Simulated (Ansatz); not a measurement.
This script drives Ansatz 0.2.0, Python API.

`ch3albf.py`
```python
"""Harmonic frequencies of CH3AlBF at its relaxed geometry."""

from dataclasses import dataclass
import itertools
import logging
import sys

import ansatz as az
from ase import Atoms
from ase.data import atomic_numbers, covalent_radii
from ase.thermochemistry import IdealGasThermo
import numpy as np

logging.basicConfig(stream=sys.stdout, format="%(levelname)s:%(name)s:%(message)s")
logger = logging.getLogger("calc")
logger.setLevel(logging.INFO)


@dataclass(frozen=True)
class Options:
    basis_set: str = "def2-SVP"
    xc: str = "pbe0"
    vdw: str = "d4"


cfg = Options()


def main() -> None:
    geometry_ang = [
        ("F", (-0.6707, -2.5909, 1.5175)),
        ("Al", (-0.3057, -1.0744, 0.5588)),
        ("B", (0.0591, 0.12, -1.1929)),
        ("C", (0.2275, 0.737, 0.3099)),
        ("H", (0.1938, 0.2386, -2.3666)),
        ("H", (-0.6497, 1.4821, 0.5075)),
        ("H", (1.207, 1.0197, 0.6201)),
    ]
    system = az.Crystal.molecule()
    for symbol, xyz in geometry_ang:
        system = system.atom(symbol, xyz)

    setup = (
        system.calculation()
        .basis(gaussian=cfg.basis_set)  # the orbital basis, by name
        .functional(cfg.xc, dispersion=cfg.vdw)
    )
    symbols = [site.symbol for site in system.cartesian_sites]
    start = np.array([site.position_ang for site in system.cartesian_sites], dtype=float)
    r = setup.relax(force_tolerance=0.003, max_steps=100).run(threads=1, pin="off").report
    end = np.array(r["positions_ang"])

    # pairs closer than 1.2 times the sum of covalent radii, before or after
    radius = [covalent_radii[atomic_numbers[s]] for s in symbols]
    span = lambda where, i, j: np.linalg.norm(where[i] - where[j])
    bonded = [(i, j) for i, j in itertools.combinations(range(len(symbols)), 2) if min(span(start, i, j), span(end, i, j)) < 1.2 * (radius[i] + radius[j])]
    logger.info("pair        before    after (A)")
    for i, j in bonded:
        print(f"{symbols[i]}{i}-{symbols[j]}{j}".ljust(10), f"{span(start, i, j):8.4f} {span(end, i, j):8.4f}")

    # same settings at the minimum
    minimum = az.Crystal.molecule()
    for symbol, place in zip(symbols, end):
        minimum = minimum.atom(symbol, place.tolist())
    vibrating = (
        minimum.calculation()
        .basis(gaussian=cfg.basis_set)
        .functional(cfg.xc, dispersion=cfg.vdw)
        .phonons(temperatures=(298.15, 498.15, 100))
    )
    vib = vibrating.run(threads=1, pin="off").report["vibrations"]
    sums = vib["harmonic_sums"]
    modes = [m["omega_inv_cm"] for m in sums["modes_at_gamma"] if m["rigid_motion"] == "no"]
    for number, w in enumerate(modes, start=1):
        logger.info(f"mode {number:2d} {w:9.1f} 1/cm {w / 8065.544 * 1000:8.2f} meV")
    print("imaginary modes:", sum(w < 0 for w in modes), " zero-point energy:", round(sums["zero_point_energy_ev"], 4), "eV")
    # rigid rotor and ideal gas, symmetry number taken as one
    gas = IdealGasThermo(vib_energies=[w / 8065.544 for w in modes if w > 0], geometry="linear" if len(modes) == 3 * len(symbols) - 5 else "nonlinear",
                         atoms=Atoms(symbols, positions=end), symmetrynumber=1, spin=0.0)
    logger.info(f"H(298 K) - E = {gas.get_enthalpy(298.15, verbose=False):.4f} eV")
    logger.info(f"S(298 K, 1 bar) = {96485.33 * gas.get_entropy(298.15, 1e5, verbose=False):.1f} J/(mol K) with symmetry number 1")


if __name__ == "__main__":
    main()
```

It is started by `python ch3albf.py`. Estimate its wall time and peak memory on 1 thread of Arm Neoverse V1 (shared host).

It took about 120 s, with a peak of 0.28 GiB, for 2 runs of the engine.

```console
$ python ch3albf.py
INFO:calc:pair        before    after (A)
F0-Al1       1.8309   1.6619
Al1-B2       2.1513   1.9603
Al1-C3       1.9046   2.1690
B2-C3        1.6332   1.4677
B2-H4        1.1873   1.1968
C3-H5        1.1678   1.1132
C3-H6        1.0656   1.1006
INFO:calc:mode  1     169.6 1/cm    21.03 meV
INFO:calc:mode  2     170.4 1/cm    21.12 meV
INFO:calc:mode  3     209.2 1/cm    25.94 meV
INFO:calc:mode  4     282.6 1/cm    35.04 meV
INFO:calc:mode  5     592.9 1/cm    73.51 meV
INFO:calc:mode  6     716.8 1/cm    88.87 meV
INFO:calc:mode  7     797.8 1/cm    98.92 meV
INFO:calc:mode  8     832.1 1/cm   103.17 meV
INFO:calc:mode  9     907.4 1/cm   112.50 meV
INFO:calc:mode 10     970.8 1/cm   120.36 meV
INFO:calc:mode 11    1257.2 1/cm   155.87 meV
INFO:calc:mode 12    1522.5 1/cm   188.77 meV
INFO:calc:mode 13    2725.6 1/cm   337.93 meV
INFO:calc:mode 14    3003.7 1/cm   372.41 meV
INFO:calc:mode 15    3135.6 1/cm   388.76 meV
imaginary modes: 0  zero-point energy: 1.0721 eV
INFO:calc:H(298 K) - E = 1.2494 eV
INFO:calc:S(298 K, 1 bar) = 306.7 J/(mol K) with symmetry number 1
```

The frequencies are harmonic and unscaled, in a modest basis. The entropy takes a symmetry number of 1; a symmetric molecule's is lower by R ln(sigma).
